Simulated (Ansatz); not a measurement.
# CH₆FInO₄Si: how energies converge with the basis set

Aim: see how fast density functionals converge with the basis set for CH₆FInO₄Si.

Computed with Ansatz 0.2.0, Gaussian basis. Level: one geometry, several basis sets.

Levels to be run: PBE0-D4/def2-SVP; ωB97M-V/def2-SVP; PBE0-D4/def2-QZVPP; ωB97M-V/def2-QZVPP; the functionals' def2-TZVPP values are taken from earlier runs.

### Step 1. The geometry

The geometry comes from an earlier relaxation with PBE0-D4 in a triple-zeta def2 set; it is a stationary point, not always the lowest conformer. In takes the def2 core potential; no spin-orbit term is included.

SMILES `[CH3][In]([F])[O][Si](O)(O)O`, 14 atoms, charge 0, spin multiplicity 1.

Atoms are counted from 1 here; the program's logs count them from 0.

Bond lengths: C1–In2 2.111 Å, C1–H9 1.089 Å, C1–H10 1.089 Å, C1–H11 1.089 Å, In2–F3 1.984 Å, In2–O4 2.035 Å, O4–Si5 1.602 Å, Si5–O6 1.631 Å, Si5–O7 1.705 Å, Si5–O8 1.622 Å, O6–H12 0.965 Å, O7–H13 0.960 Å, O8–H14 0.958 Å. Angles: In2–C1–H9 109.3°, In2–C1–H10 109.5°, In2–C1–H11 108.8°, H9–C1–H10 109.9°, H9–C1–H11 109.9°, H10–C1–H11 109.3°, C1–In2–F3 125.3°, C1–In2–O4 134.8°, F3–In2–O4 97.9°, In2–O4–Si5 100.9°, O4–Si5–O6 116.6°, O4–Si5–O7 97.6°, O4–Si5–O8 116.9°, O6–Si5–O7 108.4°, O6–Si5–O8 107.3°, O7–Si5–O8 109.3°, Si5–O6–H12 112.6°, Si5–O7–H13 117.2° and more.

### Step 2. PBE0-D4 in def2-SVP

in.yaml

```yaml
crystal:
  periodic: [false, false, false]
  atoms:
    - {symbol: C, position_ang: [0.611315, 2.190338, -2.076054]}
    - {symbol: In, position_ang: [-0.137624, 1.059085, -0.458841]}
    - {symbol: F, position_ang: [-0.210103, 1.667893, 1.428204]}
    - {symbol: O, position_ang: [-1.384756, -0.539481, -0.284386]}
    - {symbol: Si, position_ang: [-0.544863, -1.470516, 0.712498]}
    - {symbol: O, position_ang: [-0.796135, -1.244896, 2.308293]}
    - {symbol: O, position_ang: [1.004854, -0.876416, 0.321778]}
    - {symbol: O, position_ang: [-0.590441, -3.068101, 0.438326]}
    - {symbol: H, position_ang: [0.990388, 3.141139, -1.705430]}
    - {symbol: H, position_ang: [-0.185402, 2.365031, -2.797778]}
    - {symbol: H, position_ang: [1.414718, 1.631297, -2.554396]}
    - {symbol: H, position_ang: [-0.865636, -0.311871, 2.544565]}
    - {symbol: H, position_ang: [1.683376, -0.939372, 0.998553]}
    - {symbol: H, position_ang: [-0.989690, -3.604129, 1.124678]}
basis:
  gaussian: {orbitals: def2-SVP}
hamiltonian: {xc: pbe0, dispersion: d4}
output: {orbitals: {seedname: orbitals}}
```

Run with:

```console
> ansatz run in.yaml --threads 2 --pin off --events-out ev --progress --plain --max-ram 32768MiB --backend cpu
```

Further steps of the session: ωB97M-V in def2-SVP; PBE0-D4 in def2-QZVPP; ωB97M-V in def2-QZVPP.

Before running them: what should the planned runs give, taken together? Wanted: PBE0-D4: double and triple zeta above quadruple; ωB97M-V: double and triple zeta above quadruple.

As calculated:

| quantity | value |
| --- | --- |
| PBE0-D4: double and triple zeta above quadruple | 19.65, 1.05 eV |
| ωB97M-V: double and triple zeta above quadruple | 19.92, 0.98 eV |

For PBE0-D4 the step from double to triple zeta gains 18.60 eV and the next only 1.05 eV. These are total energies; as a rule much of such shifts cancels in differences, which this series doesn't test. The LUMO of ωB97M-V is positive and keeps falling with the basis (1.13 to 0.27 eV): an unbound level that the basis holds in place.
